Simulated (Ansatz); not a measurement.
**C2H3LiS (SMILES [Li][CH]=CS): single points off equilibrium**

One table from this session's results is given with a row withheld; the runs are named, their logs left out.

The runs use Ansatz 0.2.0, Gaussian basis; single points in def2-TZVPP.

Correlated methods freeze the cores. The outer core shell of Li, Na, Mg and K is correlated.

## The system as given

SMILES `[Li][CH]=CS`, 7 atoms, charge 0, spin multiplicity 1.

Atoms are counted from 1 here; the program's logs count them from 0.

Bond lengths: Li1–C2 1.909 Å, Li1–S4 2.566 Å, C2–C3 1.324 Å, C2–H5 1.096 Å, C3–S4 1.808 Å, C3–H6 1.093 Å, S4–H7 1.364 Å. Angles: C2–Li1–S4 73.7°, Li1–C2–C3 98.7°, Li1–C2–H5 151.1°, C3–C2–H5 110.1°, C2–C3–S4 121.0°, C2–C3–H6 129.5°, S4–C3–H6 109.4°, Li1–S4–C3 66.6°, Li1–S4–H7 110.5°, C3–S4–H7 95.6°.

Coordinates:

```xyz
7
C2H3LiS
Li   -0.9934   -1.7040   -0.3912
C     0.0211   -0.7509    0.9152
C     0.0943    0.4180    0.2982
S    -0.6539    0.6594   -1.3298
H     0.4989   -0.6872    1.8990
H     0.5162    1.3635    0.6474
H     0.5258    0.7385   -2.0090
```

The first run:

The input, run/in.yaml:

```yaml
crystal:
  periodic: [false, false, false]
  atoms:
    - {symbol: Li, position_ang: [-0.993400, -1.704000, -0.391200]}
    - {symbol: C, position_ang: [0.021100, -0.750900, 0.915200]}
    - {symbol: C, position_ang: [0.094300, 0.418000, 0.298200]}
    - {symbol: S, position_ang: [-0.653900, 0.659400, -1.329800]}
    - {symbol: H, position_ang: [0.498900, -0.687200, 1.899000]}
    - {symbol: H, position_ang: [0.516200, 1.363500, 0.647400]}
    - {symbol: H, position_ang: [0.525800, 0.738500, -2.009000]}
basis:
  gaussian: {orbitals: def2-TZVPP}
correlation: {method: ccsd_t}
output: {forces: true}
```

No record of the launch command was kept for these runs.

Steps of the session up to this table: CCSD(T)/def2-TZVPP; PBE0-D4/def2-TZVPP; wB97M-V/def2-TZVPP; r2SCAN-D4/def2-TZVPP; PBE-D4/def2-TZVPP; wB97X-V/def2-TZVPP; r2SCAN0-D4/def2-TZVPP.

One table of the session follows, with a row left open; its other results are not shown here.

| method | RMS force component (eV/Å) | angle to CCSD(T) forces (°) | dipole (D) |
| --- | --- | --- | --- |
| CCSD(T) | 0.484 | reference | 3.65 |
| PBE0-D4 | ? | ? | ? |
| wB97M-V | 0.314 | 25.7 | 3.54 |
| r2SCAN-D4 | 0.296 | 20.8 | 3.53 |
| PBE-D4 | 0.309 | 22.8 | 3.37 |
| wB97X-V | 0.333 | 19.7 | 3.57 |
| r2SCAN0-D4 | 0.306 | 36.1 | 3.60 |

**Question.** Estimate the row for PBE0-D4.

**Answer.** RMS force component (eV/Å): 0.274; angle to CCSD(T) forces (°): 23.2; dipole (D): 3.51. In the column «RMS force component (eV/Å)» it is the lowest.
